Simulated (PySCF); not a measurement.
# C6H14OSi: reorganisation energies

What do calculations give for the reorganisation energies of C6H14OSi (`C=C(C)C[C@H](C)O[SiH3]`)?

Computed with PySCF 2.14.0 and routines of our own; the level stands in each step. Atoms count from 0.

### 1 The system as given

22 atoms, charge 0, multiplicity 1; geometry from: GFN2-xTB.

### 2 Geometry optimisation at B3LYP/def2-SV(P)

The job: settings as JSON, then the geometry in Å.

```
{"job": {"xc": "B3LYP", "basis": "def2-SV(P)", "grid": 1, "kind": "geom"}, "charge": 0, "multiplicity": 1}
C      1.831604    -1.339616     0.614370
C      1.509596    -0.139595     0.159600
C      2.089640     0.424750    -1.101810
C      0.513848     0.733603     0.870109
C     -0.872379     0.668184     0.204995
C     -1.862608     1.596808     0.902761
O     -1.357195    -0.643577     0.279445
Si    -1.598071    -1.741300    -0.878579
H      1.408369    -1.735556     1.521152
H      2.529354    -1.975678     0.096212
H      2.768369    -0.283721    -1.568869
H      1.298216     0.667630    -1.810280
H      2.636504     1.343292    -0.888275
H      0.850133     1.772337     0.863518
H      0.402129     0.403604     1.903899
H     -0.783294     0.973263    -0.846730
H     -1.516122     2.625603     0.853752
H     -2.834538     1.524491     0.420625
H     -1.972415     1.304360     1.943909
H     -2.613956    -1.278059    -1.834006
H     -2.054199    -2.851516    -0.060461
H     -0.383397    -2.029921    -1.646188
```

On the command line:

```bash
$ OMP_NUM_THREADS=1 python excited_run.py task.json out
```

This one command runs all jobs of the session in turn.

The log of the run:

```text
step   0  E = -601.45496196  max force = 0.023954
step   1  E = -601.46319276  max force = 0.004448
step   2  E = -601.46348670  max force = 0.001488
step   3  E = -601.46357080  max force = 0.001192
step   4  E = -601.46362686  max force = 0.001114
step   5  E = -601.46367272  max force = 0.000640
step   6  E = -601.46371030  max force = 0.001095
step   7  E = -601.46374360  max force = 0.001436
step   8  E = -601.46376318  max force = 0.001012
step   9  E = -601.46377166  max force = 0.000608
step  10  E = -601.46376725  max force = 0.000287
step  11  E = -601.46376391  max force = 0.000214
step  12  E = -601.46376224  max force = 0.000266
step  13  E = -601.46376305  max force = 0.000222
step  14  E = -601.46376503  max force = 0.000186
optimisation converged
```

Wall time 2.2 min (1 thread of Arm Neoverse V2, shared host); peak memory 0.63 GiB.

The steps of the relaxation:

| step | energy from step 0 (eV) | largest force component (eV/Å) |
| --- | --- | --- |
| 0 | 0.0000 | 1.2318 |
| 1 | -0.2240 | 0.2287 |
| 2 | -0.2320 | 0.0765 |
| 3 | -0.2343 | 0.0613 |
| 4 | -0.2358 | 0.0573 |
| 5 | -0.2370 | 0.0329 |
| 6 | -0.2381 | 0.0563 |
| 7 | -0.2390 | 0.0738 |
| 8 | -0.2395 | 0.0520 |
| 9 | -0.2397 | 0.0313 |
| 10 | -0.2396 | 0.0148 |
| 11 | -0.2395 | 0.0110 |
| 12 | -0.2395 | 0.0137 |
| 13 | -0.2395 | 0.0114 |
| 14 | -0.2395 | 0.0096 |

Distances of close pairs at the start and the end, largest changes first:

| bond | before (Å) | after (Å) | change (Å) |
| --- | --- | --- | --- |
| O6–Si7 | 1.614 | 1.665 | +0.051 |
| Si7–H20 | 1.453 | 1.490 | +0.037 |
| Si7–H21 | 1.466 | 1.500 | +0.034 |
| Si7–H19 | 1.470 | 1.501 | +0.031 |
| C4–O6 | 1.400 | 1.422 | +0.021 |
| C0–H8 | 1.076 | 1.096 | +0.020 |
| C0–H9 | 1.077 | 1.097 | +0.020 |
| C5–H16 | 1.087 | 1.105 | +0.018 |

The end geometry stands in the next job.

| at the end point | value |
| --- | --- |
| point group (found at 0.08 Å tolerance) | C1 |
| rotational constants (GHz, main isotopes) | 1.984, 1.109, 0.866 |
| dipole moment (D) | 1.35 |

### 3 Relaxation after adding or removing an electron (C6H14OSi+ (doublet)): UKS B3LYP/def2-SV(P)

The job: settings as JSON, then the geometry in Å.

```
{"job": {"kind": "ionopt", "ions": [1], "xc": "B3LYP", "basis": "def2-SV(P)", "grid": 1}, "charge": 1, "multiplicity": 2}
C      1.765205    -1.286953     0.251545
C      1.382520    -0.139907    -0.328402
C      2.024447     0.365214    -1.598691
C      0.278569     0.713770     0.260420
C     -1.062625     0.637029    -0.495283
C     -2.098149     1.606882     0.073411
O     -1.553605    -0.693433    -0.396412
Si    -2.176215    -1.646695    -1.610612
H      1.294506    -1.645028     1.174771
H      2.561240    -1.909027    -0.176367
H      2.826426    -0.307580    -1.946284
H      1.287843     0.461152    -2.419875
H      2.460946     1.372243    -1.449412
H      0.599147     1.773814     0.277657
H      0.083171     0.411183     1.304195
H     -0.887732     0.893355    -1.560971
H     -1.748769     2.652207    -0.002497
H     -3.052980     1.521655    -0.474634
H     -2.292356     1.377084     1.136303
H     -3.553907    -1.211311    -2.015602
H     -2.239991    -3.035906    -1.075612
H     -1.305178    -1.595154    -2.830820
```

With the program's defaults for keys left out, this is: UKS B3LYP/def2-SV(P) geometry optimisation of the ion from the geometry of its parent, gas phase.

The log of the run:

```text
step       E/Eh        max force   <S^2>
  0    -601.13597414   0.049158   0.7548
  1    -601.14508240   0.013625   0.7566
  2    -601.14659054   0.009752   0.7571
  3    -601.14725381   0.005988   0.7579
  4    -601.14794402   0.003026   0.7590
  5    -601.14846603   0.002289   0.7595
  6    -601.14913128   0.005706   0.7601
  7    -601.14961905   0.004849   0.7597
  8    -601.15037989   0.008136   0.7570
  9    -601.14874168   0.013562   0.7551
 10    -601.15174037   0.004828   0.7557
 11    -601.15180505   0.005415   0.7541
 12    -601.15239441   0.002574   0.7547
 13    -601.15251836   0.001080   0.7545
 14    -601.15258001   0.000918   0.7542
 15    -601.15262779   0.000473   0.7539
 16    -601.15267249   0.000905   0.7537
 17    -601.15270286   0.000936   0.7537
 18    -601.15271520   0.000561   0.7537
 19    -601.15273225   0.000391   0.7536
 20    -601.15274301   0.000758   0.7536
 21    -601.15275201   0.001201   0.7535
 22    -601.15274791   0.001007   0.7534
 23    -601.15274544   0.000453   0.7535
 24    -601.15274611   0.000267   0.7535
 25    -601.15274843   0.000216   0.7535
optimisation converged
```

It took 6.7 min on 1 thread of Arm Neoverse V2, shared host; peak memory 0.76 GiB.

Key values:

| quantity | value |
| --- | --- |
| geometry moved (RMSD) | 0.712 Å |
| ⟨S²⟩ | 0.753 |

Bonds of the start that changed most:

| bond | start (Å) | end (Å) |
| --- | --- | --- |
| C3–C4 | 1.541 | 1.615 |
| C0–C1 | 1.341 | 1.397 |
| Si7–H21 | 1.500 | 1.539 |
| C1–C3 | 1.515 | 1.477 |
| C4–O6 | 1.422 | 1.395 |
| C1–C2 | 1.510 | 1.492 |

Mulliken spin populations:

C0 0.41; C1 0.20; C2 -0.01; C3 0.02; C4 0.05; C5 0.01; O6 0.12; Si7 0.04; H8 -0.02; H9 -0.02; H10 0.00; H11 0.01; H12 0.02; H13 0.02; H14 0.00; H15 0.00; H16 0.00; H17 0.01; H18 0.00; H19 0.02; H20 0.02; H21 0.08

### 4 Reorganisation energies: UKS B3LYP/def2-SV(P)

Settings changed since step 3:

```diff
@@ -1,2 +1,2 @@
-{"job": {"kind": "ionopt", "ions": [1], "xc": "B3LYP", "basis": "def2-SV(P)", "grid": 1}, "charge": 1, "multiplicity": 2}
+{"job": {"kind": "reorg", "ions": [1], "xc": "B3LYP", "basis": "def2-SV(P)", "grid": 1}, "charge": 0, "multiplicity": 1}
 C      1.765205    -1.286953     0.251545
```

Level: UKS B3LYP/def2-SV(P) four-point reorganisation energy, gas phase.

The log of the run:

```text
final grid: 77280 points
cycle   1  E = -601.3298311385  dE =  5.025e-01  |g| = 7.858e-01  |ddm| = 4.478e+00
cycle   2  E = -601.0864901091  dE =  2.433e-01  |g| = 1.349e+00  |ddm| = 2.404e+00
cycle   3  E = -601.4576765585  dE = -3.712e-01  |g| = 1.616e-01  |ddm| = 1.751e+00
cycle   4  E = -601.4632173798  dE = -5.541e-03  |g| = 4.610e-02  |ddm| = 2.175e-01
cycle   5  E = -601.4637584018  dE = -5.410e-04  |g| = 4.968e-03  |ddm| = 5.371e-02
cycle   6  E = -601.4637633053  dE = -4.904e-06  |g| = 2.507e-03  |ddm| = 8.054e-03
cycle   7  E = -601.4637649167  dE = -1.611e-06  |g| = 6.594e-04  |ddm| = 3.278e-03
cycle   8  E = -601.4637650240  dE = -1.073e-07  |g| = 1.718e-04  |ddm| = 7.360e-04
cycle   9  E = -601.4637650311  dE = -7.044e-09  |g| = 4.673e-05  |ddm| = 2.109e-04
cycle  10  E = -601.4637650316  dE = -5.257e-10  |g| = 9.490e-06  |ddm| = 6.800e-05
converged SCF energy = -601.4637650316

hole transfer: vertical 8.9149 eV, relaxation of the ion converged
  adiabatic 8.4632 eV, lambda(ion) 0.4517, lambda(parent) 0.6444, total 1.0962 eV
```

It took 7.2 s on 1 thread of Arm Neoverse V2, shared host; peak memory 0.69 GiB.

### 5 Summary of results

```
                                                 quantity                 value
                                              point group                    C1
                     rotational constants (main isotopes)  1.98, 1.11, 0.87 GHz
     geometry moved (RMSD) (step 3, UKS B3LYP/def2-SV(P))               0.712 Å
hole reorganisation energy (step 4, UKS B3LYP/def2-SV(P))             1.0962 eV
```

In words: The optimisation took 14 steps and gained 0.240 eV; among the close pairs (by a distance rule), O6–Si7 changed most, from 1.614 to 1.665 Å. No frequency check was run at this level, so the end point may be a saddle. In step 3 (relaxation after adding or removing an electron), among the bonds C3–C4 changes most, from 1.541 to 1.615 Å. The atoms move far more than that, so angles or torsions carry the main change.
